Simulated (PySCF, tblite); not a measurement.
# C₄H₃FSe: vibronic structure

Aim: compute the vibronic structure of C₄H₃FSe (`Fc1cc[se]c1`).

Programs: tblite 0.8.0 and PySCF 2.14.0, with routines of our own; each step states its level. All values are computed. Atoms count from 0.

## 1. The system as given

9 atoms, charge 0, multiplicity 1; geometry from: force field or distance geometry start.

## 2. Geometry optimisation with GFN2-xTB

Job settings and geometry (Å):

```
{"job": {"kind": "relax", "xc": "GFN2-xTB", "basis": "xTB"}, "charge": 0, "multiplicity": 1}
F     -1.646000    -1.582100    -0.010000
C     -0.767300    -0.510700    -0.021000
C      0.587900    -0.718200     0.040700
C      1.362800     0.392400     0.022200
Se     0.426600     1.896600    -0.035400
C     -1.198400     0.760900    -0.064500
H      1.015900    -1.732100     0.077000
H      2.447900     0.412600     0.068800
H     -2.215800     1.086500    -0.103000
```

Started as:

```console
$ OMP_NUM_THREADS=1 python excited_run.py task.json out
```

One launch serves the whole session: the jobs run in the order shown.

The log of the run:

```text
step      E/eV     max force
  0    -488.44503    2.860
  1    -488.65555    1.591
  2    -488.71826    0.889
  3    -488.75330    0.426
  4    -488.76060    0.267
  5    -488.76646    0.181
  6    -488.76860    0.140
  7    -488.76990    0.107
  8    -488.77092    0.100
  9    -488.77192    0.078
 10    -488.77234    0.049
 11    -488.77244    0.029
 12    -488.77246    0.014
 13    -488.77247    0.011
 14    -488.77247    0.006
```

It took 0.05 s on 1 thread of Arm Neoverse V2, shared host.

Step by step:

| step | energy from step 0 (eV) | largest force (eV/Å) |
| --- | --- | --- |
| 0 | 0.0000 | 2.8604 |
| 1 | -0.2105 | 1.5908 |
| 2 | -0.2732 | 0.8886 |
| 3 | -0.3083 | 0.4258 |
| 4 | -0.3156 | 0.2668 |
| 5 | -0.3214 | 0.1810 |
| 6 | -0.3236 | 0.1399 |
| 7 | -0.3249 | 0.1067 |
| 8 | -0.3259 | 0.1001 |
| 9 | -0.3269 | 0.0779 |
| 10 | -0.3273 | 0.0488 |
| 11 | -0.3274 | 0.0292 |
| 12 | -0.3274 | 0.0136 |
| 13 | -0.3274 | 0.0114 |
| 14 | -0.3274 | 0.0057 |

Distances of close pairs at the start and the end, largest changes first:

```
  bond  before (Å)  after (Å)  change (Å)
Se4–C5       1.983      1.847      -0.135
C3–Se4       1.773      1.853      +0.081
 C1–C2       1.372      1.416      +0.044
 F0–C1       1.386      1.343      -0.043
 C2–H6       1.101      1.076      -0.026
 C1–C5       1.343      1.358      +0.015
 C3–H7       1.086      1.075      -0.012
 C5–H8       1.069      1.074      +0.005
```

The final coordinates are the input of the step that follows.

## 3. Infrared spectrum with GFN2-xTB

Job settings and geometry (Å):

```
{"job": {"kind": "ir", "xc": "GFN2-xTB", "basis": "xTB"}, "charge": 0, "multiplicity": 1}
F     -1.650426    -1.542037    -0.014657
C     -0.769890    -0.527804    -0.013769
C      0.624644    -0.768257     0.037986
C      1.361535     0.369992     0.031622
Se     0.308850     1.893342    -0.043984
C     -1.159423     0.772213    -0.061335
H      1.034398    -1.761888     0.077812
H      2.433440     0.437125     0.064824
H     -2.169567     1.133307    -0.103678
```

The log of the run:

```text
mode    cm-1     km/mol
  1     236.4      1.26
  2     344.7      3.31
  3     370.1      4.33
  4     400.0      7.52
  5     558.5      0.75
  6     568.0     17.43
  7     717.1     14.68
  8     718.5      3.73
  9     737.1     32.83
 10     755.7     23.00
 11     833.0      7.11
 12     946.6     31.59
 13    1061.9     16.23
 14    1084.1     49.42
 15    1168.1     43.68
 16    1371.1     88.70
 17    1443.8     12.11
 18    1554.1     78.34
 19    3122.3      2.69
 20    3135.2      7.22
 21    3140.2      2.69
```

Wall time 0.13 s (1 thread of Arm Neoverse V2, shared host).

The strongest bands and the atoms that carry them (share of the mass-weighted mode):

```
cm⁻¹  km/mol                               atoms
 568    17.4           C3 29 %, C2 25 %, F0 23 %
 737    32.8                             H7 73 %
 756    23.0                    C5 68 %, H8 19 %
 947    31.6  C2 33 %, C5 20 %, H7 19 %, F0 13 %
1084    49.4  H8 33 %, H7 22 %, H6 16 %, C5 15 %
1168    43.7  H6 38 %, H7 24 %, C1 15 %, C3 12 %
1371    88.7                    C1 52 %, C2 23 %
1554    78.3  C1 38 %, C5 22 %, C2 21 %, C3 13 %
```

## 4. Vibronic structure: TDA LC-wPBE/def2-SVP

The job, as its differences from that of step 3:

```diff
@@ -1,2 +1,2 @@
-{"job": {"kind": "ir", "xc": "GFN2-xTB", "basis": "xTB"}, "charge": 0, "multiplicity": 1}
+{"job": {"kind": "vib", "xc": "LC-wPBE", "basis": "def2-SVP", "tda": true}, "charge": 0, "multiplicity": 1}
 F     -1.650426    -1.542037    -0.014657
```

With the program's defaults for keys left out, this is: TDA LC-wPBE/def2-SVP vertical-gradient vibronic structure (displaced harmonic oscillators, Condon), gas phase.

The log of the run:

```text
final grid: 40768 points
cycle   1  E = -2654.5528390981  dE =  4.523e-01  |g| = 5.343e-01  |ddm| = 3.551e+00
cycle   2  E = -2654.5728883584  dE = -2.005e-02  |g| = 5.034e-01  |ddm| = 8.724e-01
cycle   3  E = -2654.6123588523  dE = -3.947e-02  |g| = 5.991e-02  |ddm| = 4.298e-01
cycle   4  E = -2654.6131118767  dE = -7.530e-04  |g| = 2.270e-02  |ddm| = 8.761e-02
cycle   5  E = -2654.6132228034  dE = -1.109e-04  |g| = 6.252e-03  |ddm| = 3.511e-02
cycle   6  E = -2654.6132352529  dE = -1.245e-05  |g| = 1.853e-03  |ddm| = 1.110e-02
cycle   7  E = -2654.6132372922  dE = -2.039e-06  |g| = 1.050e-03  |ddm| = 4.065e-03
cycle   8  E = -2654.6132380571  dE = -7.649e-07  |g| = 2.935e-04  |ddm| = 2.557e-03
cycle   9  E = -2654.6132381747  dE = -1.175e-07  |g| = 1.220e-04  |ddm| = 1.267e-03
cycle  10  E = -2654.6132381881  dE = -1.342e-08  |g| = 5.468e-05  |ddm| = 3.827e-04
cycle  11  E = -2654.6132381902  dE = -2.084e-09  |g| = 1.567e-05  |ddm| = 2.029e-04
cycle  12  E = -2654.6132381902  dE = -9.277e-11  |g| = 7.256e-06  |ddm| = 3.544e-05
converged SCF energy = -2654.6132381902

Singlet excitations (eV, f): 5.748 (0.0002)  5.836 (0.1657)  6.314 (0.1120)  6.598 (0.0001)  7.892 (0.0068)  8.119 (0.0000)

State S1  5.7475 eV  f = 0.00017  H->L+1 0.85, H-1->L+1 0.11
  relaxed dipole 1.231 D, largest gradient of the excitation energy 0.1262 Eh/bohr
  mode    cm-1        S   lambda/meV  Raman
    4    400.0    6.5474     324.7   0.859
    6    568.0    2.7412     193.0   0.725
    2    344.7    3.2521     139.0   0.317
   10    755.7    1.1993     112.4   0.561
   17   1443.8    0.5852     104.8   1.000
    8    718.5    0.8724      77.7   0.369
   14   1084.1    0.2601      35.0   0.251
   15   1168.1    0.1020      14.8   0.114
   13   1061.9    0.0607       8.0   0.056
   16   1371.1    0.0294       5.0   0.045
   12    946.6    0.0080       0.9   0.006
  reorganisation energy 1.0155 eV, total S 15.659, 0-0 4.7320 eV

State S2  5.8356 eV  f = 0.16572  H->L 0.86
  relaxed dipole 1.308 D, largest gradient of the excitation energy 0.0563 Eh/bohr
  mode    cm-1        S   lambda/meV  Raman
   17   1443.8    0.5494      98.3   1.000
    8    718.5    0.9404      83.8   0.424
    6    568.0    1.0277      72.4   0.290
   18   1554.1    0.0702      13.5   0.148
    2    344.7    0.2668      11.4   0.028
   12    946.6    0.0675       7.9   0.053
   10    755.7    0.0761       7.1   0.038
   16   1371.1    0.0318       5.4   0.052
   15   1168.1    0.0247       3.6   0.029
   14   1084.1    0.0157       2.1   0.016
  reorganisation energy 0.3084 eV, total S 3.083, 0-0 5.5272 eV
  absorption maximum 5.781 eV, width 0.402 eV

State S3  6.3138 eV  f = 0.11200  H-1->L 0.85
  relaxed dipole 1.204 D, largest gradient of the excitation energy 0.0820 Eh/bohr
  mode    cm-1        S   lambda/meV  Raman
   17   1443.8    1.7011     304.5   1.000
    4    400.0    1.9583      97.1   0.088
   10    755.7    0.6283      58.9   0.101
   16   1371.1    0.1353      23.0   0.072
    2    344.7    0.3959      16.9   0.013
    8    718.5    0.1506      13.4   0.022
   14   1084.1    0.0948      12.7   0.031
    6    568.0    0.1515      10.7   0.014
   15   1168.1    0.0720      10.4   0.028
   12    946.6    0.0338       4.0   0.009
   18   1554.1    0.0180       3.5   0.012
  reorganisation energy 0.5564 eV, total S 5.343, 0-0 5.7574 eV
  absorption maximum 6.215 eV, width 0.628 eV

State T1  3.5654 eV  f = 0.00000  H-1->L 0.48, H->L 0.45
  relaxed dipole 0.612 D, largest gradient of the excitation energy 0.1153 Eh/bohr
  mode    cm-1        S   lambda/meV  Raman
   17   1443.8    2.7041     484.1   1.000
    4    400.0    1.7359      86.1   0.049
   16   1371.1    0.3470      59.0   0.116
   18   1554.1    0.1886      36.3   0.081
    6    568.0    0.4821      34.0   0.028
   15   1168.1    0.0365       5.3   0.009
    8    718.5    0.0581       5.2   0.005
    2    344.7    0.0483       2.1   0.001
   10    755.7    0.0188       1.8   0.002
   13   1061.9    0.0075       1.0   0.001
  reorganisation energy 0.7175 eV, total S 5.635, 0-0 2.8479 eV
  absorption maximum 3.436 eV, width 0.746 eV
```

It took 23 s on 1 thread of Arm Neoverse V2, shared host; peak memory 0.67 GiB.

Orbitals, density, ELF and potential are computed afterwards from the orbital file.

Frontier orbitals at LC-wPBE/def2-SVP, with the share of their density that lies nearest to each atom:

```
orbital  energy (eV)                     lies on
   HOMO        -9.31  Se4 39 %; C1 22 %; C5 13 %
   LUMO         1.43  C3 26 %; C5 18 %; Se4 18 %
```

ELF in a plane through or near 9 of the atoms.

Values, 10 rows by 14 columns:
```
0.00 0.00 0.00 0.00 0.00 0.00 0.01 0.01 0.00 0.00 0.00 0.00 0.00 0.00
0.00 0.00 0.00 0.00 0.01 0.24 0.72 0.74 0.28 0.02 0.00 0.00 0.00 0.00
0.00 0.00 0.00 0.00 0.02 0.50 0.56 0.45 0.55 0.03 0.00 0.00 0.00 0.00
0.00 0.00 0.10 0.63 0.27 0.53 0.30 0.53 0.73 0.54 0.96 0.90 0.01 0.00
0.00 0.00 0.85 1.00 0.99 0.19 0.66 0.32 0.25 0.43 1.00 0.97 0.04 0.00
0.00 0.00 0.09 0.50 0.34 0.83 0.35 0.72 0.38 0.46 0.04 0.02 0.00 0.00
0.00 0.00 0.00 0.00 0.32 0.93 0.43 0.75 0.61 0.77 0.65 0.03 0.00 0.00
0.00 0.00 0.00 0.01 0.93 1.00 0.88 0.02 0.76 0.83 0.51 0.03 0.00 0.00
0.00 0.00 0.00 0.00 0.02 0.25 0.08 0.00 0.12 0.15 0.02 0.00 0.00 0.00
0.00 0.00 0.00 0.00 0.00 0.00 0.00 0.00 0.00 0.00 0.00 0.00 0.00 0.00
```
The map spans 10.0 Å across and 9.0 Å up, centred on the molecule. Atoms in the plane (x, y in Å): F0 (1.5, -1.7), C1 (0.7, -0.6), C2 (-0.7, -0.7), C3 (-1.3, 0.5), Se4 (-0.1, 1.9), C5 (1.2, 0.7), H6 (-1.2, -1.7), H7 (-2.4, 0.6), H8 (2.3, 0.9).

On the surface of density 0.002 e/bohr³ the electrostatic potential runs, from the 1st to the 99th percentile, from -0.77 V near F0 to 1.24 V near H7.

## 5. Outcome

```
                                                                                      quantity                      value
                                                     strongest single infrared mode (GFN2-xTB)       1371 cm⁻¹, 89 km/mol
                                                                  zero-point energy (GFN2-xTB)              34.7 kcal/mol
S1: vertical, reorganisation, 0-0, total S (step 4, TDA LC-wPBE/def2-SVP, modes from GFN2-xTB)  5.75, 1.02, 4.73 eV; 15.7
S2: vertical, reorganisation, 0-0, total S (step 4, TDA LC-wPBE/def2-SVP, modes from GFN2-xTB)   5.84, 0.31, 5.53 eV; 3.1
S3: vertical, reorganisation, 0-0, total S (step 4, TDA LC-wPBE/def2-SVP, modes from GFN2-xTB)   6.31, 0.56, 5.76 eV; 5.3
                                                         surface potential, 1st and 99th percentile         -0.77 V and 1.24 V
```

In words: No mode is imaginary among the 21: a minimum at this level. The strongest single mode, at 1371 cm⁻¹, moves mainly C1. Unscaled tight-binding wavenumbers are off by several per cent, some by more. Its intensities can rank the bands wrongly. Steps that list no spin-orbit terms leave them out, which matters at and beside the heavy atoms. In step 4 the harmonic model is doubtful. Where the total S runs above about 15, the geometry moves far on excitation and the harmonic model is stretched, so its 0-0 value is in doubt. The vibronic model keeps the ground-state modes (from xTB) and shifts them along the gradient alone, so it can miss much of the relaxation that a full optimisation finds.
